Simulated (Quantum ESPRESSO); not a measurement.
A calculation with Quantum ESPRESSO 7.5 of YSc3 (ASE script, structure from a POSCAR):

The input run.py:

```python
import numpy as np
from ase.calculators.espresso import Espresso, EspressoProfile
from ase.io import read

atoms = read('POSCAR')

input_data = {
    'control': {'calculation': 'scf', 'prefix': 'pwscf', 'outdir': './tmp', 'tprnfor': True, 'tstress': True, 'disk_io': 'nowf'},
    'system': {'ecutwfc': 60.0, 'ecutrho': 440.0, 'nbnd': 31, 'occupations': 'smearing', 'smearing': 'fd', 'degauss': 0.00367493},
    'electrons': {'conv_thr': 8e-10, 'electron_maxstep': 120, 'mixing_beta': 0.5},
}
pseudopotentials = {'Y': 'Y_pbe_v1.uspp.F.UPF', 'Sc': 'Sc_ONCV_PBE-1.0.oncvpsp.upf'}
profile = EspressoProfile(command='pw.x', pseudo_dir='pseudo')
dft = Espresso(profile=profile, input_data=input_data, pseudopotentials=pseudopotentials, kpts=(10, 10, 3), koffset=(0, 0, 0))
atoms.calc = dft

print(f'energy {atoms.get_potential_energy():.8f} eV')
print('forces (eV/A)')
print(np.round(atoms.get_forces(), 6))
print('stress (eV/A^3, Voigt)')
print(np.round(atoms.get_stress(), 8))
print(f'Fermi level {dft.get_fermi_level():.4f} eV')
```

POSCAR

```
YSc3
1.0
    1.7071458500     -2.4138728900      0.0000000000
    1.7071458500      2.4138728900      0.0000000000
    0.0000000000      0.0000000000     10.3021726900
Y Sc
1 3
Direct
    0.5000000000      0.5000000000      0.5000000000
    0.0000000000      0.0000000000      0.0000000000
    0.0000000000      0.5000000000      0.7492240100
    0.5000000000      0.0000000000      0.2507759900
```

Potentials or basis: SSSP 1.3 efficiency PBE.

The run is started by

```console
$ OMP_NUM_THREADS=1 python run.py
```

The cell was built by a generator and needn't be a form met in nature.

Q: Write the same calculation in another form: native input, structure typed inline.

A: As run:

Contents of pw.in:

```
&CONTROL
  calculation = 'scf'
  prefix = 'pwscf'
  outdir = './tmp'
  pseudo_dir = './pseudo'
  tprnfor = .true.
  tstress = .true.
  disk_io = 'nowf'
/
&SYSTEM
  ibrav = 0
  nat = 4
  ntyp = 2
  ecutwfc = 60
  ecutrho = 440
  nbnd = 31
  occupations = 'smearing'
  smearing = 'fd'
  degauss = 0.00367493
/
&ELECTRONS
  conv_thr = 8d-10
  electron_maxstep = 120
  mixing_beta = 0.5
/
ATOMIC_SPECIES
Y     88.9058 Y_pbe_v1.uspp.F.UPF
Sc    44.9559 Sc_ONCV_PBE-1.0.oncvpsp.upf
CELL_PARAMETERS angstrom
   1.7071458500   -2.4138728900    0.0000000000
   1.7071458500    2.4138728900    0.0000000000
   0.0000000000    0.0000000000   10.3021726900
ATOMIC_POSITIONS crystal
Y      0.5000000000    0.5000000000    0.5000000000
Sc     0.0000000000    0.0000000000    0.0000000000
Sc     0.0000000000    0.5000000000    0.7492240100
Sc     0.5000000000    0.0000000000    0.2507759900
K_POINTS automatic
10 10 3 0 0 0
```

Potentials or basis: SSSP 1.3 efficiency PBE.

Command:

```bash
$ OMP_NUM_THREADS=1 pw.x -in pw.in > pw.out
```

Both were run:

|  | ASE script, structure from a POSCAR | native input, structure typed inline |
| --- | --- | --- |
| Pressure | 15.2 GPa | 15.2 GPa |
| Largest force | 0.421 eV/Å | 0.421 eV/Å |
| Band gap on the k mesh | none (metal or under the smearing width) | none (metal or under the smearing width) |

Keys that steer only the numerical path or the files written may differ.

Caveat: so large a pressure means that the cell lies far from this level's equilibrium, or that cutoff or potentials fall short.
